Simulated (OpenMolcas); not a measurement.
# Ru⁴⁺ among point charges: CASSCF and CASPT2 levels and susceptibility

How does a field of 6 point charges split the states of Ru⁴⁺, and what χT follows?

Method: state-averaged CASSCF and CASPT2, spin-orbit coupling by RASSI with atomic mean-field integrals. Code: OpenMolcas 26.06.

### 1 The atom as given

- Species: Ru⁴⁺ (ruthenium, Z = 44, 40 electrons)
- Basis: ANO-RCC-VDZP [6s5p3d1f], 43 functions
- Scalar Hamiltonian: DKH2, point nucleus
- Inactive shells: 1s 2s 2p 3s 3p 3d 4s 4p
- Active space: 4 electrons in 5 orbitals (4d)
- Some configurations of this space: 4d⁴
- Orbitals: optimised for each spin and parity, averaged over all roots

The outer shells:

4d4
```
4d [↑ ][↑ ][↑ ][↑ ][  ]
```

The ion sits among 6 point charges of -1.7 e arranged as a trigonal prism (D3h), 2.15 Å from the ion, with a polar angle of 48.1° against the regular 49.1°.

Each step is its own input file, run in one work folder so that later steps find the files of earlier ones. Labels, J, g values, rates, χT and fits are worked out afterwards by a script from the matrices that RASSI stores.

### 2 GATEWAY and SEWARD: basis and integrals

File a.inp:

```
&GATEWAY
Coord
1

Ru 0.0 0.0 0.0
Basis=ANO-RCC-VDZP
Group=NoSym
NoMove
AngMom=0.0 0.0 0.0
AMFI
XField
6 Angstrom 0
1.600721 0.000000 1.435337 -1.700000
-0.800360 1.386265 1.435337 -1.700000
-0.800360 -1.386265 1.435337 -1.700000
1.600721 0.000000 -1.435337 -1.700000
-0.800360 1.386265 -1.435337 -1.700000
-0.800360 -1.386265 -1.435337 -1.700000
&SEWARD
```

### 3 Reference wave functions, quintets, 5 roots

File a.inp:

```
&RASSCF
FileOrb=start.orb
Symmetry=1
Spin=5
nActEl=4 0 0
Inactive=18
Ras2=5
CIRoot=5 5 1
SDav=5
CIMx=300
Iter=120 100
PrWF=0.3
OrbListing=Nothing
MaxOrb=0
>>> COPY $Project.JobIph JOB001
```

start.orb holds the contracted functions of the basis, ordered by shell, or the orbitals of the step before.

### 4 Reference wave functions, triplets, 45 roots

File a.inp:

```
&RASSCF
FileOrb=start.orb
Symmetry=1
Spin=3
nActEl=4 0 0
Inactive=18
Ras2=5
CIRoot=45 45 1
SDav=45
CIMx=300
Iter=120 100
PrWF=0.3
OrbListing=Nothing
MaxOrb=0
>>> COPY $Project.JobIph JOB002
```

### 5 Reference wave functions, singlets, 50 roots

File a.inp:

```
&RASSCF
FileOrb=start.orb
Symmetry=1
Spin=1
nActEl=4 0 0
Inactive=18
Ras2=5
CIRoot=50 50 1
SDav=50
CIMx=300
Iter=120 100
PrWF=0.3
OrbListing=Nothing
MaxOrb=0
>>> COPY $Project.JobIph JOB003
```

### 6 State interaction with spin-orbit coupling

File a.inp:

```
&RASSI
NrOfJobIphs=3 5 45 50
1 2 3 4 5
1 2 3 4 5 6 7 8 9 10 11 12 13 14 15 16 17 18 19 20 21 22 23 24 25 26 27
28 29 30 31 32 33 34 35 36 37 38 39 40 41 42 43 44 45
1 2 3 4 5 6 7 8 9 10 11 12 13 14 15 16 17 18 19 20 21 22 23 24 25 26 27
28 29 30 31 32 33 34 35 36 37 38 39 40 41 42 43 44 45 46 47 48 49 50
IphNames
JOB001
JOB002
JOB003
EJob
SpinOrbit
DIPRint=1.0
SOCoupling=1000.0
Subsets=2
Property=9
'ANGMOM' 1 'ANGMOM' 2 'ANGMOM' 3 'MLTPL  1' 1 'MLTPL  1' 2 'MLTPL  1' 3
'AMFI' 1 'AMFI' 2 'AMFI' 3
SOProperty=3
'ANGMOM' 1 'ANGMOM' 2 'ANGMOM' 3
```

### 7 CASPT2: IPEA 0.25, imaginary shift 0.1 (closed shells correlated: 4s 4p)

File a.inp:

```
>>> COPY JOB001 $Project.JobIph
&CASPT2
Multistate=5 1 2 3 4 5
NoMult
Frozen=14
IPEA=0.25
Imaginary=0.1
MaxIter=60
WThr=0.0 0.3 0.05
PrWF=0.5
NoMix
>>> COPY JOB002 $Project.JobIph
&CASPT2
Multistate=45 1 2 3 4 5 6 7 8 9 10 11 12 13 14 15 16 17 18 19 20 21 22
23 24 25 26 27 28 29 30 31 32 33 34 35 36 37 38 39 40 41 42 43 44 45
NoMult
Frozen=14
IPEA=0.25
Imaginary=0.1
MaxIter=60
WThr=0.0 0.3 0.05
PrWF=0.5
NoMix
>>> COPY JOB003 $Project.JobIph
&CASPT2
Multistate=50 1 2 3 4 5 6 7 8 9 10 11 12 13 14 15 16 17 18 19 20 21 22
23 24 25 26 27 28 29 30 31 32 33 34 35 36 37 38 39 40 41 42 43 44 45 46
47 48 49 50
NoMult
Frozen=14
IPEA=0.25
Imaginary=0.1
MaxIter=60
WThr=0.0 0.3 0.05
PrWF=0.5
NoMix
```

(Steps that only read results are left out.)

Q: Predict the outcome of this session. Wanted: spin-free ground state; first state of the same spin within the active space; lowest level; next level.

The runs gave:

| quantity | value |
| --- | --- |
| method | SS-CASPT2, IPEA 0.25, imaginary shift 0.1 (closed shells correlated: 4s 4p) |
| spin-free ground state | 5E, 2-fold in its orbital part |
| first state of the same spin within the active space | 5A1 at 2170 cm⁻¹ |
| lowest level | 1-fold A1 |
| next level | 157.3 cm⁻¹ |
| χT at 300 K | 1.29 cm³ K/mol |
| effective moment at 300 K | 3.21 μB |

Cost by method:

```csv
method,time of its own steps,time with the reference
A. CASSCF,49 s,49 s
"B. SS-CASPT2, IPEA 0.25, imaginary shift 0.1, +4s 4p",23 s,72 s
```

Times are of one thread on a shared host.

**Reading.** The spin-free ground state (5E) comes to 100 % from free-ion D terms and keeps the highest spin of the shell. χT at 300 K is 1.29, against 3.01 cm³ K/mol for the spin alone, so spin-orbit coupling lowers it. An active space of the d shell alone favours high spin; real ions in strong fields can be low spin. CASPT2 does not keep the components of a term degenerate, and the means are used. The field of point charges can differ much from that of real complexes. With metal d orbitals alone active, the gaps between spin states are rough; where two lie within a few thousand cm-1, their order is open. This is an electrostatic model: the charges have no orbitals.
